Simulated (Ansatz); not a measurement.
LuHg, space group Pm-3m, an equation of state with a fit

With Ansatz 0.2.0 through its Python package.

At the Python prompt:
```pycon
>>> import warnings
>>> import ansatz
>>> import numpy as np
>>> from scipy.optimize import curve_fit
>>> VECTORS = np.array([
...     [3.607, 0.0, 0.0],
...     [0.0, 3.607, 0.0],
...     [0.0, 0.0, 3.607],
... ])
>>> SITES = [
...     ("Lu", (0.5, 0.5, 0.5)),
...     ("Hg", (0.0, 0.0, 0.0)),
... ]
>>> def on_lattice(cell):
...     crystal = ansatz.Crystal(lattice=ansatz.Lattice.of(cell))
...     for symbol, position in SITES:
...         crystal = crystal.atom(symbol, position)
...     return crystal
...
>>> def vinet(v, e0, v0, b0, b1):
...     eta = (v / v0) ** (1 / 3)
...     return e0 + 2 * b0 * v0 / (b1 - 1) ** 2 * (2 - (5 + 3 * b1 * (eta - 1) - 3 * eta) * np.exp(-1.5 * (b1 - 1) * (eta - 1)))
...
>>> warnings.simplefilter("ignore", ansatz.DeckWarning)
>>> # uniform scaling of the cell
>>> volumes, energies, pressures = [], [], []
>>> for scale in np.linspace(0.95, 1.07, 5):
...     cell = VECTORS * scale ** (1 / 3)
...     calc = (
...         on_lattice(cell).calculation()
...         .scf(tolerance=1e-09, lower_state_search="standard")
...         .occupations("fermi_dirac")
...         .functional("mr2scan")
...         .basis(600)
...         .kpoints(7, 7, 7)
...         .stress()
...     )
...     summary = calc.run(threads=1).report
...     volumes.append(abs(np.linalg.det(cell)) / len(SITES))
...     energies.append(summary["free_energy_ev"] / len(SITES))
...     pressures.append(np.trace(summary["stress_gpa"]) / 3)
...     print(f"V = {volumes[-1]:8.4f} A^3/atom  F = {energies[-1]:.5f} eV/atom  P = {pressures[-1]:8.3f} GPa")
...
V =  22.2911 A^3/atom  F = -14286.28105 eV/atom  P =    5.513 GPa
V =  22.9951 A^3/atom  F = -14286.29834 eV/atom  P =    2.441 GPa
V =  23.6990 A^3/atom  F = -14286.30319 eV/atom  P =   -0.159 GPa
V =  24.4029 A^3/atom  F = -14286.29753 eV/atom  P =   -2.359 GPa
V =  25.1068 A^3/atom  F = -14286.28296 eV/atom  P =   -4.219 GPa
>>> guess = (min(energies), volumes[int(np.argmin(energies))], 0.5, 4.5)
>>> (e0, v0, b0, b1), _ = curve_fit(vinet, np.array(volumes), np.array(energies), p0=guess, maxfev=20000)
>>> print(f"Vinet fit: V0 = {v0:.4f} A^3/atom, B0 = {160.21766 * b0:.1f} GPa, B1 = {b1:.2f}")
Vinet fit: V0 = 23.6525 A^3/atom, B0 = 81.2 GPa, B1 = 4.60
>>> print("largest residual", round(1000 * float(np.abs(vinet(np.array(volumes), e0, v0, b0, b1) - energies).max()), 3), "meV/atom")
largest residual 0.002 meV/atom
```

A third-order Birch-Murnaghan fit through the 5 points (the script's own form differs a little) has its minimum at 23.65 Å³ an atom, 0.8 % above the typed cell, with a bulk modulus of 81 GPa and dB/dP = 4.6. From that minimum the energy rises by 22.2 meV an atom on the compressed side and 20.3 meV on the expanded side.

Notes:
- These settings explore the input space; cutoff and mesh may be short of convergence.
- For a metal this k-point mesh is coarse: on a finer one energies can move by several to tens of meV an atom and pressures by half a GPa or more, differences at one mesh by less.
- The program warned that this SCF threshold is loose for forces or stresses.
- Pressure is positive in compression.
- Spin-orbit coupling, which matters for elements this heavy, is left out.
- The structure is a deposited one; some such entries were measured under pressure or heat, so a shift against it needn't be the functional's error alone.
- The script silences the warnings on its input, which a real study should read.
- Hardware and time: 43 s on 1 thread of Arm Neoverse V1, on a shared host, peak memory 0.59 GiB.
